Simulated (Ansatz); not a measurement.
# F3H2NSn: the cost of one run

The runs use Ansatz 0.2.0, Gaussian basis; the settings change from run to run.

## (1) The molecule

The structure was relaxed beforehand with PBE0-D4 in a triple-zeta def2 set. Sn takes a core potential in def2 sets; no spin-orbit term is included.

SMILES `[NH2][Sn]([F])([F])[F]`, 7 atoms, charge 0, spin multiplicity 1.

Atoms are counted from 1 here; the program's logs count them from 0.

Bond lengths: N1–Sn2 1.981 Å, N1–H6 1.013 Å, N1–H7 1.013 Å, Sn2–F3 1.889 Å, Sn2–F4 1.897 Å, Sn2–F5 1.889 Å. Angles: Sn2–N1–H6 112.7°, Sn2–N1–H7 112.6°, H6–N1–H7 108.7°, N1–Sn2–F3 110.4°, N1–Sn2–F4 117.7°, N1–Sn2–F5 110.5°, F3–Sn2–F4 104.9°, F3–Sn2–F5 108.1°, F4–Sn2–F5 104.7°.

## (2) B97/def2-SVPD

Set apart from the defaults: multiplicity 3, restricted open-shell orbitals.

Input file in.yaml:

```yaml
crystal:
  periodic: [false, false, false]
  atoms:
    - {symbol: N, position_ang: [-0.459711, 1.075236, 0.625189]}
    - {symbol: Sn, position_ang: [0.373931, -0.508603, -0.224946]}
    - {symbol: F, position_ang: [0.825179, -1.795531, 1.082029]}
    - {symbol: F, position_ang: [-0.645295, -1.458482, -1.512232]}
    - {symbol: F, position_ang: [1.955587, -0.016043, -1.132270]}
    - {symbol: H, position_ang: [-0.701935, 1.795610, -0.044379]}
    - {symbol: H, position_ang: [-1.286455, 0.839713, 1.160911]}
basis:
  gaussian: {orbitals: def2-SVPD}
magnetization: {spin_polarized: false, initial_magnetization: 2}
hamiltonian: {xc: {name: B97}}
output: {forces: true}
```

The run is started by

```
$ ansatz run in.yaml --threads 4 --pin off --events-out ev --progress --plain --max-ram 10444MiB
```

What time and memory should one allow on 4 threads of Arm Neoverse V2, shared host?

About 14 s, with a peak of 0.67 GiB.
